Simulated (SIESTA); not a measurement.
A calculation with SIESTA 5.4.2 of HfMo (ASE script, Cartesian positions):

Contents of run.py:

```python
from ase.io import read
from ase.calculators.siesta import Siesta
from ase.units import Ry, GPa

atoms = read("HfMo.xyz")

fdf = {
    'SCFMustConverge': False,
    'OccupationFunction': 'FD',
    'ElectronicTemperature': '0.05 eV',
    'MaxSCFIterations': '120',
    'SCF.Mixer.Method': 'Pulay',
    'SCF.Mixer.Weight': '0.25',
    'SCF.Mixer.History': '8',
    'SCF.DM.Tolerance': '5.0e-05',
    'SCF.H.Tolerance': '1.0e-03 eV',
    'WriteForces': 'true',
    'Charge.Mulliken': 'end',
    'PAO.Basis': ['Hf.1 5', 'n=5 0 2', '  3.241 0.000', 'n=6 0 2', '  8.163 0.000', 'n=5 1 2', '  3.929 0.000', 'n=6 1 1', '  8.163', 'n=5 2 2', '  7.906 0.000', 'Mo.2 5', 'n=4 0 2', '  3.234 0.000', 'n=5 0 2', '  8.986 0.000', 'n=4 1 2', '  3.729 0.000', 'n=5 1 1', '  8.986', 'n=4 2 2', '  6.762 0.000'],
}
calc = Siesta(
    label="HfMo",
    command="siesta < PREFIX.fdf > PREFIX.out",
    pseudo_path="pseudos",
    pseudo_qualifier="",
    xc=('GGA', 'PBE'),
    basis_set="DZP",
    mesh_cutoff=800 * Ry,
    energy_shift=0.003 * Ry,
    kpts=[10, 10, 6],
    spin="non-polarized",
    fdf_arguments=fdf,
)
atoms.calc = calc

print(f"energy = {atoms.get_potential_energy():.6f} eV")
free = atoms.get_potential_energy(force_consistent=True)
print(f"free energy = {free:.6f} eV")
print("forces (eV/A):")
print(atoms.get_forces(apply_constraint=False).round(6))
print("stress (GPa, Voigt order, tension positive):", (atoms.get_stress() / GPa).round(4))
```

Contents of HfMo.xyz:

```xyz
2
Lattice="1.6712035000 -2.4724670000 0.0000000000 1.6712035000 2.4724670000 0.0000000000 0.0000000000 0.0000000000 4.4470110000" Properties=species:S:1:pos:R:3 pbc="T T T"
Hf     0.0000000000      0.0000000000      0.0000000000
Mo     1.6712035000      0.0000000000      2.2235055000
```

Potentials or basis: PseudoDojo 0.4 standard (PBE files), DZP (energy shift 0.003 Ry; two zetas on semicore shells).

Launch:

```bash
$ python run.py
```

The cell comes from a database or a generator and needn't be the stable form of this composition.

Task: Write the same calculation in another form: ASE script, structure from a POSCAR.

Result: As run:

File run.py:

```python
from ase.io import read
from ase.calculators.siesta import Siesta
from ase.units import Ry, GPa

atoms = read("POSCAR")

fdf = {
    'SCFMustConverge': False,
    'OccupationFunction': 'FD',
    'ElectronicTemperature': '0.05 eV',
    'MaxSCFIterations': '120',
    'SCF.Mixer.Method': 'Pulay',
    'SCF.Mixer.Weight': '0.25',
    'SCF.Mixer.History': '8',
    'SCF.DM.Tolerance': '5.0e-05',
    'SCF.H.Tolerance': '1.0e-03 eV',
    'WriteForces': 'true',
    'Charge.Mulliken': 'end',
    'PAO.Basis': ['Hf.1 5', 'n=5 0 2', '  3.241 0.000', 'n=6 0 2', '  8.163 0.000', 'n=5 1 2', '  3.929 0.000', 'n=6 1 1', '  8.163', 'n=5 2 2', '  7.906 0.000', 'Mo.2 5', 'n=4 0 2', '  3.234 0.000', 'n=5 0 2', '  8.986 0.000', 'n=4 1 2', '  3.729 0.000', 'n=5 1 1', '  8.986', 'n=4 2 2', '  6.762 0.000'],
}
calc = Siesta(
    label="HfMo",
    command="siesta < PREFIX.fdf > PREFIX.out",
    pseudo_path="pseudos",
    pseudo_qualifier="",
    xc=('GGA', 'PBE'),
    basis_set="DZP",
    mesh_cutoff=800 * Ry,
    energy_shift=0.003 * Ry,
    kpts=[10, 10, 6],
    spin="non-polarized",
    fdf_arguments=fdf,
)
atoms.calc = calc

print(f"energy = {atoms.get_potential_energy():.6f} eV")
free = atoms.get_potential_energy(force_consistent=True)
print(f"free energy = {free:.6f} eV")
print("forces (eV/A):")
print(atoms.get_forces(apply_constraint=False).round(6))
print("stress (GPa, Voigt order, tension positive):", (atoms.get_stress() / GPa).round(4))
```

The input POSCAR:

```
HfMo
1.0
    1.6712035000     -2.4724670000      0.0000000000
    1.6712035000      2.4724670000      0.0000000000
    0.0000000000      0.0000000000      4.4470110000
Hf Mo
1 1
Direct
    0.0000000000      0.0000000000      0.0000000000
    0.5000000000      0.5000000000      0.5000000000
```

Potentials or basis: PseudoDojo 0.4 standard (PBE files), DZP (energy shift 0.003 Ry; two zetas on semicore shells).

Command:

```bash
$ python run.py
```

Both were run:

|  | ASE script, Cartesian positions | ASE script, structure from a POSCAR |
| --- | --- | --- |
| Pressure | 1.6 GPa | 1.6 GPa |
| Band gap on the k mesh | none (metal or under the smearing width) | none (metal or under the smearing width) |

Keys that steer only the numerical path or the files written may differ.

Caveat: short orbitals over semicore shells can move pressures by several GPa; the basis of atomic orbitals isn't converged, which shifts pressures, moduli and gaps.
